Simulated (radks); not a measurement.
**Valence configurations of Sm³⁺**

Aim: which of several valence configurations of Sm³⁺ lies lowest at this level, and whether it is the one NIST lists ([Xe] 4f5).

Program: radks (a radial shooting solver on a logarithmic mesh, Libxc functionals) version 1. Level of theory: scalar-relativistic Kohn-Sham, SCAN, spin-unpolarised, spherical densities, finite nucleus. These are calculated values, not measurements, unless marked.

2 further runs of the same task are left out: 2 that didn't finish.

## 1. What is computed

| Item | Value |
| --- | --- |
| element | samarium (Z = 62) |
| charge | +3 |
| electrons | 59 |
| configuration | [Xe] 4f5 |
| nuclear rms radius | 5.0819 fm |
| others tried | 4f4 6s1; 4f3 5d1 6s1; 4f4 6p1; 4f3 6s2; 4f2.5 6s1.5 6p1; 4f4.5 5d0.5; 4f3 5d2 |

The outer shells:

Sm³⁺
```
[Xe] core
4f [↑ ][↑ ][↑ ][↑ ][↑ ][  ][  ]
```

## 2. [Xe] 4f5

Settings of this run:

```text
Z 62
configuration [Xe] 4f5
relativity scalar-relativistic
functional scan,scan
spin unpolarised
nucleus finite rms 5.0819 fm
c 137.035999084
```

Started as:

```
> python run_ks.py task.json out
```

The same process makes all the runs of this session.

## 3. [Xe] 4f4 6s1

Input: that of step 2 with these lines changed.

```diff
@@ -1,3 +1,3 @@
 Z 62
-configuration [Xe] 4f5
+configuration [Xe] 4f4 6s1
 relativity scalar-relativistic
```

## 4. [Xe] 4f3 5d1 6s1

Input: that of step 3 with these lines changed.

```diff
@@ -1,3 +1,3 @@
 Z 62
-configuration [Xe] 4f4 6s1
+configuration [Xe] 4f3 5d1 6s1
 relativity scalar-relativistic
```

## 5. [Xe] 4f4 6p1

Input: that of step 4 with these lines changed.

```diff
@@ -1,3 +1,3 @@
 Z 62
-configuration [Xe] 4f3 5d1 6s1
+configuration [Xe] 4f4 6p1
 relativity scalar-relativistic
```

## 6. [Xe] 4f3 6s2

Input: that of step 5 with these lines changed.

```diff
@@ -1,3 +1,3 @@
 Z 62
-configuration [Xe] 4f4 6p1
+configuration [Xe] 4f3 6s2
 relativity scalar-relativistic
```

## 7. [Xe] 4f2.5 6s1.5 6p1

Input: that of step 6 with these lines changed.

```diff
@@ -1,3 +1,3 @@
 Z 62
-configuration [Xe] 4f3 6s2
+configuration [Xe] 4f2.5 6s1.5 6p1
 relativity scalar-relativistic
```

## 8. [Xe] 4f4.5 5d0.5

Settings of this run:

```text
Z 62
configuration [Xe] 4f4.5 5d0.5
relativity scalar-relativistic
functional scan,scan
spin unpolarised
nucleus finite rms 5.0819 fm
c 137.035999084
```

## 9. [Xe] 4f3 5d2

Input: that of step 8 with these lines changed.

```diff
@@ -1,3 +1,3 @@
 Z 62
-configuration [Xe] 4f4.5 5d0.5
+configuration [Xe] 4f3 5d2
 relativity scalar-relativistic
```

Q: Predict the outcome of this session. Wanted: for each run, valence; E − E(NIST configuration); highest level; its energy; 1s shift.

As calculated:

```
        valence  E − E(NIST configuration) (eV)  highest level  its energy (eV)  1s shift (eV)
            4f5                           0.000             4f          -31.934          +0.00
    4f4.5 5d0.5                           4.681             5d          -24.837          -3.84
        4f4 6p1                          19.866             6p          -19.171         -12.32
        4f3 5d2                          26.544             5d          -27.772         -16.51
    4f3 5d1 6s1                          31.604             6s          -24.903         -20.05
        4f3 6s2                          37.072             6s          -26.530         -23.60
4f2.5 6s1.5 6p1                          58.171             6p          -21.786         -31.26
```

In words: The NIST configuration is the lowest of those tried, 4.681 eV under 4f4.5 5d0.5. The energies are those of spherical spin-averaged densities, not of single terms. The 1s eigenvalue shifts by up to 31.26 eV as the valence charge is rearranged.
